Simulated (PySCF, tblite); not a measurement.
# C₆H₇O₃ radical: geometry, infrared bands and EPR parameters

Wanted: the infrared bands and EPR parameters of C₆H₇O₃ radical (`C=C1C[C@@H]2O[CH]O[C@H]1O2`), by calculation.

The runs use tblite 0.8.0 and PySCF 2.14.0, with density-fitted response routines of our own; the level of theory stands in each step. All values are computed, except where a source is named. Atoms are numbered from 0 throughout.

## 1. The starting structure

16 atoms, charge 0, multiplicity 2; geometry from: force field or distance geometry start.

Bonds of the start (Å): C0–C1 1.35, C1–C2 1.49, C2–C3 1.54, C3–O4 1.42, O4–C5 1.36, C5–O6 1.37, O6–C7 1.43, C7–O8 1.44, C7–C1 1.51, O8–C3 1.44, C0–H9 1.09, C0–H10 1.08, C2–H11 1.09, C2–H12 1.08, C3–H13 1.10, C5–H14 1.08, C7–H15 1.10.

## 2. Relaxing the molecule with GFN2-xTB

Job settings and geometry (Å):

```
{"job": {"kind": "relax", "xc": "GFN2-xTB", "basis": "xTB"}, "charge": 0, "multiplicity": 2}
C      2.155300     0.460500     0.592600
C      0.915500     0.017100     0.290700
C      0.525900    -0.706300    -0.952400
C     -0.969400    -0.945500    -0.675600
O     -1.779700     0.142000    -1.100300
C     -1.765700     1.182400    -0.226200
O     -1.048700     1.237100     0.937100
C     -0.297700     0.041100     1.181300
O     -1.033100    -1.120900     0.754100
H      2.351800     0.947600     1.546500
H      2.963600     0.364100    -0.113200
H      0.670600    -0.107300    -1.855200
H      1.052500    -1.651300    -1.010500
H     -1.322300    -1.861100    -1.166300
H     -2.354000     2.053700    -0.469000
H     -0.072300    -0.044300     2.254800
```

On the command line:

```
$ OMP_NUM_THREADS=1 python probes_run.py task.json out
```

This one command runs all jobs of the session in turn.

The log of the run:

```text
step      E/eV     max force
  0    -776.20830    2.523
  1    -776.29770    2.017
  2    -776.33808    0.498
  3    -776.34819    0.251
  4    -776.35698    0.256
  5    -776.36304    0.297
  6    -776.37179    0.402
  7    -776.38750    0.601
  8    -776.40282    0.618
  9    -776.42488    0.584
 10    -776.46123    0.335
 11    -776.47229    0.324
 12    -776.48312    0.217
 13    -776.48814    0.232
 14    -776.49144    0.177
 15    -776.49441    0.095
 16    -776.49541    0.076
 17    -776.49597    0.058
 18    -776.49643    0.044
 19    -776.49683    0.051
 20    -776.49713    0.058
 21    -776.49743    0.053
 22    -776.49779    0.047
 23    -776.49811    0.038
 24    -776.49831    0.026
 25    -776.49842    0.021
 26    -776.49852    0.025
 27    -776.49862    0.025
 28    -776.49870    0.023
 29    -776.49877    0.020
 30    -776.49884    0.022
 31    -776.49893    0.025
 32    -776.49903    0.030
 33    -776.49914    0.030
 34    -776.49925    0.028
 35    -776.49938    0.031
 36    -776.49949    0.031
 37    -776.49960    0.027
 38    -776.49970    0.027
 39    -776.49981    0.030
 40    -776.49993    0.031
 41    -776.50002    0.028
 42    -776.50009    0.025
 43    -776.50016    0.024
 44    -776.50023    0.021
 45    -776.50030    0.018
 46    -776.50035    0.015
 47    -776.50038    0.020
 48    -776.50042    0.023
 49    -776.50047    0.022
 50    -776.50052    0.016
 51    -776.50056    0.016
 52    -776.50060    0.016
 53    -776.50066    0.021
 54    -776.50072    0.023
 55    -776.50078    0.017
 56    -776.50081    0.013
 57    -776.50083    0.012
 58    -776.50085    0.013
 59    -776.50088    0.016
 60    -776.50090    0.014
 61    -776.50092    0.009
```

Wall time 0.37 s (1 thread of Arm Neoverse V1, shared host); peak memory 0.18 GiB.

Step by step: (not every step is listed)

```csv
step,energy from step 0 (eV),largest force (eV/Å)
0,0.0000,2.5228
1,-0.0894,2.0173
2,-0.1298,0.4981
3,-0.1399,0.2506
4,-0.1487,0.2560
5,-0.1547,0.2969
6,-0.1635,0.4017
7,-0.1792,0.6009
8,-0.1945,0.6176
12,-0.2748,0.2166
16,-0.2871,0.0761
20,-0.2888,0.0581
24,-0.2900,0.0263
28,-0.2904,0.0234
32,-0.2907,0.0303
36,-0.2912,0.0308
40,-0.2916,0.0315
44,-0.2919,0.0214
48,-0.2921,0.0233
52,-0.2923,0.0158
56,-0.2925,0.0135
57,-0.2925,0.0121
58,-0.2926,0.0132
59,-0.2926,0.0161
60,-0.2926,0.0140
61,-0.2926,0.0092
```

Close pairs (by a distance rule), those that changed most:

```
 bond  before (Å)  after (Å)  change (Å)
C3–O8       1.442      1.407      -0.035
C0–C1       1.351      1.317      -0.034
C7–O8       1.440      1.407      -0.033
O6–C7       1.433      1.409      -0.025
O4–C5       1.359      1.381      +0.022
C3–O4       1.421      1.403      -0.018
C1–C7       1.505      1.522      +0.017
C1–C2       1.490      1.505      +0.015
```

The end geometry stands in the next job.

## 3. Harmonic vibrations with GFN2-xTB

Job settings and geometry (Å):

```
{"job": {"kind": "ir", "xc": "GFN2-xTB", "basis": "xTB"}, "charge": 0, "multiplicity": 2}
C      2.100917     0.526789     0.587374
C      0.938233    -0.022701     0.302401
C      0.510965    -0.735876    -0.951957
C     -0.986151    -0.972075    -0.655285
O     -1.758557     0.130106    -1.051424
C     -1.492397     1.275087    -0.326565
O     -1.035177     1.166405     0.970309
C     -0.301351    -0.016575     1.185514
O     -1.045982    -1.125083     0.741948
H      2.276031     1.019071     1.527438
H      2.917633     0.504981    -0.113434
H      0.646976    -0.132372    -1.848299
H      1.032189    -1.685975    -1.069588
H     -1.421872    -1.850059    -1.134786
H     -2.264563     2.019614    -0.433682
H     -0.124493    -0.092392     2.258625
```

The log of the run:

```text
mode    cm-1     km/mol
  1      81.1      0.45
  2     187.9      6.83
  3     252.0      4.16
  4     334.0      1.25
  5     394.8      3.31
  6     481.9      3.82
  7     496.6     15.29
  8     538.3     14.32
  9     628.3      7.57
 10     682.0      5.80
 11     711.5      1.97
 12     755.9     11.59
 13     858.9      4.34
 14     879.1      9.52
 15     904.1     13.85
 16     919.3     12.62
 17     936.1     20.51
 18     949.1     74.73
 19     979.7     38.52
 20     992.1     62.92
 21    1004.4      6.42
 22    1021.8      2.71
 23    1100.2      8.95
 24    1132.6    122.57
 25    1155.5    173.15
 26    1171.7     14.31
 27    1203.1      8.25
 28    1211.1     55.11
 29    1228.8     15.14
 30    1248.8     23.48
 31    1272.0     40.67
 32    1307.8    141.05
 33    1399.5      0.56
 34    1426.9      7.20
 35    1753.8     11.02
 36    2989.5      4.74
 37    2996.3     28.05
 38    3003.0     19.25
 39    3011.2     11.01
 40    3079.8     18.78
 41    3112.5      9.42
 42    3142.3     17.51
```

Wall time 0.51 s (1 thread of Arm Neoverse V1, shared host); peak memory 0.18 GiB.

The strongest bands and the atoms that carry them (share of the mass-weighted mode):

| cm⁻¹ | km/mol | atoms |
| --- | --- | --- |
| 949 | 74.7 | C7 42 %, C5 12 %, O6 12 % |
| 980 | 38.5 | C3 29 %, H11 11 % |
| 992 | 62.9 | C3 21 %, C2 16 %, H13 15 %, C7 14 % |
| 1133 | 122.6 | O6 23 %, H14 22 %, C5 20 % |
| 1156 | 173.2 | O4 33 %, C5 18 %, C3 18 %, O6 11 % |
| 1211 | 55.1 | H15 25 %, C7 20 %, C1 13 % |
| 1272 | 40.7 | H15 39 %, H13 28 % |
| 1308 | 141.1 | H13 33 %, C5 22 %, H14 11 % |

## 4. EPR parameters: B3LYP/pcH-1

Same as in step 3 but for these lines:

```diff
@@ -1,2 +1,2 @@
-{"job": {"kind": "ir", "xc": "GFN2-xTB", "basis": "xTB"}, "charge": 0, "multiplicity": 2}
+{"job": {"kind": "epr", "basis": "pcH-1"}, "charge": 0, "multiplicity": 2}
 C      2.100917     0.526789     0.587374
```

Level: UKS B3LYP, pcH-1 on C H O, non-relativistic, mean-field spin-orbit, GIAO.

The log of the run:

```text
UKS, coarse grid
  cycle   1  E = -458.27402345  |g| = 6.99e-01
  cycle   2  E = -458.09040194  |g| = 1.02e+00
  cycle   3  E = -458.43655234  |g| = 9.53e-02
  cycle   4  E = -458.43954235  |g| = 4.77e-02
  cycle   5  E = -458.44054671  |g| = 1.56e-02
  cycle   6  E = -458.44064795  |g| = 6.20e-03
  cycle   7  E = -458.44066790  |g| = 1.12e-03
  cycle   8  E = -458.44066843  |g| = 7.65e-04
UKS, final grid
  cycle   1  E = -458.44069200  |g| = 1.18e-03
  cycle   2  E = -458.44069105  |g| = 2.05e-03
  cycle   3  E = -458.44069251  |g| = 1.91e-04
  cycle   4  E = -458.44069253  |g| = 3.35e-05
  cycle   5  E = -458.44069253  |g| = 3.32e-05
  cycle   6  E = -458.44069253  |g| = 1.02e-05
E = -458.44069253 Eh   <S^2> = 0.7527 (exact 0.7500)
g shifts (ppm)      1          2          3
  rmc          -224       -224       -224
  gc             -9         64         86
  oz_so        -156       1395       2169
  total        -390       1235       2031
hyperfine (MHz)  atom isotope    a_iso     a_fc   dipolar eigenvalues
    0   13C      -0.35      -0.35     -0.82     -0.14      0.96
    1   13C       0.43       0.43     -2.13      0.53      1.61
    2   13C      -1.49      -1.49     -2.27     -0.13      2.40
    3   13C      -2.39      -2.39     -1.60     -0.33      1.92
    4   17O     -20.18     -20.18    -53.10     25.22     27.88
    5   13C     274.00     274.00    -72.78    -71.12    143.90
    6   17O     -18.92     -18.92    -51.93     24.54     27.39
    7   13C      -1.76      -1.76     -1.54     -0.44      1.99
    8   17O      -9.18      -9.18     -2.72      1.28      1.44
    9    1H       1.93       1.93     -1.29     -1.10      2.39
   10    1H       1.06       1.06     -0.99     -0.96      1.95
   11    1H      -0.93      -0.93     -3.29     -2.62      5.90
   12    1H      -1.24      -1.24     -1.93     -1.29      3.22
   13    1H       2.80       2.80     -3.10     -2.31      5.41
   14    1H       7.43       7.43    -30.16     -5.40     35.56
   15    1H       0.92       0.92     -3.07     -2.31      5.38
```

It took 1.7 min on 1 thread of Arm Neoverse V1, shared host; peak memory 1.1 GiB.

Principal g values 2.00193, 2.00355, 2.00435; g(iso) = 2.00328, against 2.00232 for a free electron.

Hyperfine couplings, nucleus by nucleus at this fixed geometry (no averaging over rotations):

```csv
nuclei,isotope,a(iso) (MHz),"a(iso) (G, at g = 2.0023)",largest dipolar term (MHz)
C5,13C,274.0,97.8,143.9
O4,17O,-20.2,-7.2,-53.1
O6,17O,-18.9,-6.8,-51.9
O8,17O,-9.2,-3.3,-2.7
H14,1H,7.4,2.7,35.6
H13,1H,2.8,1.0,5.4
C3,13C,-2.4,-0.9,1.9
H9,1H,1.9,0.7,2.4
C7,13C,-1.8,-0.6,2.0
C2,13C,-1.5,-0.5,2.4
H12,1H,-1.2,-0.4,3.2
H10,1H,1.1,0.4,2.0
H11,1H,-0.9,-0.3,5.9
H15,1H,0.9,0.3,5.4
```

Mulliken spin populations:

C0 0.00; C1 0.01; C2 0.02; C3 0.00; O4 0.09; C5 0.82; O6 0.09; C7 0.00; O8 0.00; H9 0.00; H10 0.00; H11 0.00; H12 0.00; H13 0.00; H14 -0.01; H15 0.00

In first order the couplings over 0.8 MHz of 1H give 112 distinct lines over 5.8 G.

Orbitals, density, ELF and potential are computed afterwards from the orbital file.

ELF in a plane through or near 5 of the atoms.

Ten even steps from ' ' (0.00) to '@' (1.00):
```
                                                        
                                                        
                                                        
                          ....::..                      
            ....        ..++####**::                    
          ++%%%%==      --##%%@@##--..  ....            
        ++@@@@@@@@--    ..##%%==##++------..            
        ++@@@@@@@@==::..  --**##%%**++==..              
        ::##%%@@##****++--....::====++--..              
        ..==**--%%++@@==++--    ..**##%%%%**--          
        --##%%%%==####::**++::..--##==**@@##==          
        ==%%@@%%==::--##%%==++##++**##****==::          
        ::**##++..  ..==::##::%%++::::....              
          ....      ..++**--==++--::..                  
                  ..==%%%%##==..    ....                
                  ..==##%%++--                          
                      ::--..                            
                                                        
                                                        
                                                        
```
The map spans 10.8 Å across and 9.5 Å up, centred on the molecule. Atoms in the plane (x, y in Å): C0 (-2.2, 0.3), C2 (-0.2, -1.3), O4 (2.0, -0.2), O6 (0.6, 1.7), H9 (-2.7, 1.2).

On the surface of density 0.002 e/bohr³ the electrostatic potential runs, from the 1st to the 99th percentile, from -1.17 V near O8 to 1.11 V near H13.

The spin density lies nearest to C5 60 %; O4, O6 about 13 % each; H14 8 %.

## 5. What came out

| quantity | value |
| --- | --- |
| strongest single infrared mode (GFN2-xTB) | 1156 cm⁻¹, 173 km/mol |
| zero-point energy (GFN2-xTB) | 75.7 kcal/mol |
| g(iso) (B3LYP) | 2.00328 |
| ⟨S²⟩ | 0.753 (exact 0.75) |
| largest a(iso) | 13C on C5, 274.0 MHz |
| surface potential, 1st and 99th percentile | -1.17 V and 1.11 V |

What this shows: Over 61 steps the energy fell by 0.293 eV; of the close pairs, C3–O8 changed most, 1.442 to 1.407 Å. No mode is imaginary among the 42: a minimum at this level. The strongest single mode, at 1156 cm⁻¹, is carried by O4, C5, C3, O6. GFN2-xTB is a fitted tight-binding method: band positions and strengths are rough. Its intensities can rank the bands wrongly. Most of the unpaired spin sits on C5 (0.82 e). The isotropic g lies 1.0 ppt above the free-electron value.
